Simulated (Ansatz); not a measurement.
**AlGaC (singlet): the correlation ladder, cc-pVDZ**

The task here is to estimate one member of a computed series from the others.

Program: Ansatz 0.2.0, Gaussian basis. Level of theory: cc-pVDZ, core rule «outside noble gas», up to 20 orbitals frozen. These are calculated values, not measurements.

The runs, in order: UHF; CCSD(T) on RHF; BCCD(T) on RHF; CISD; CCSDT(Q) on RHF; CCSDT(Q) on UHF; CCSDTQ on RHF; CASSCF and MRCISD+Q, 10 electrons in 12 orbitals; CASSCF and NEVPT2, 10 electrons in 12 orbitals.

5 further runs of the same task are left out: 1 that didn't finish, 4 set aside as unsound or not needed.

## What is computed

The geometry is a PBE0/def2-TZVP stationary point (not a proven minimum). No spin-orbit coupling is included. The filled d shell of Ga may be among the frozen orbitals whatever the setting's name suggests; the logs give the count.

3 atoms, charge 0, spin multiplicity 1.

Atoms are counted from 1 here; the program's logs count them from 0.

Bond lengths: C1–Al2 1.945 Å.

The first run:

File in.yaml:

```yaml
crystal:
  periodic: [false, false, false]
  atoms:
    - {symbol: C, position_ang: [0.000000, 0.000000, -2.225421]}
    - {symbol: Al, position_ang: [0.000000, 0.000000, -0.280093]}
    - {symbol: Ga, position_ang: [0.000000, 0.000000, 2.505514]}
basis:
  gaussian: {orbitals: cc-pVDZ}
magnetization: {spin_polarized: true, initial_magnetization: 0}
hamiltonian: {xc: hf}
output: {orbitals: {seedname: orbitals}}
```

Launch:

```console
$ ansatz run in.yaml --threads 1 --pin off --events-out ev --progress --plain --max-ram 4096MiB --backend cpu
```

Steps of the session up to this table: UHF; CCSD(T) on RHF; BCCD(T) on RHF; CISD; CCSDT(Q) on RHF; CCSDT(Q) on UHF; CCSDTQ on RHF; CASSCF and MRCISD+Q, 10 electrons in 12 orbitals; CASSCF and NEVPT2, 10 electrons in 12 orbitals.

One of the session's tables, all rows but one given; the rest of the session is left out.

It belongs to the step «Misses and costs». 

| method | from RCCSDT(Q) (meV) |
| --- | --- |
| RHF | +7161.3 |
| RMP2 | +1804.3 |
| CISD | +1378.8 |
| RCCSD | +567.2 |
| RCCSD(T) | +172.6 |
| BCCD(T) | +179.9 |
| RCCSDT | +95.6 |
| RCCSDT(Q) | 0 |
| RCCSDTQ | ? |
| CASSCF valence | +3294.2 |
| NEVPT2 valence | +733.3 |
| MRCISD valence | +236.2 |
| MRCISD+Q valence | -1.0 |

Estimate the missing values for RCCSDTQ.

**Answer.** from RCCSDT(Q) (meV): -32.8. In the column «from RCCSDT(Q) (meV)» it is the lowest.

Not comparable, so not listed: CCSDT(Q) on UHF (they don't share determinant, frozen orbitals or solution with the rows shown, or repeat one).
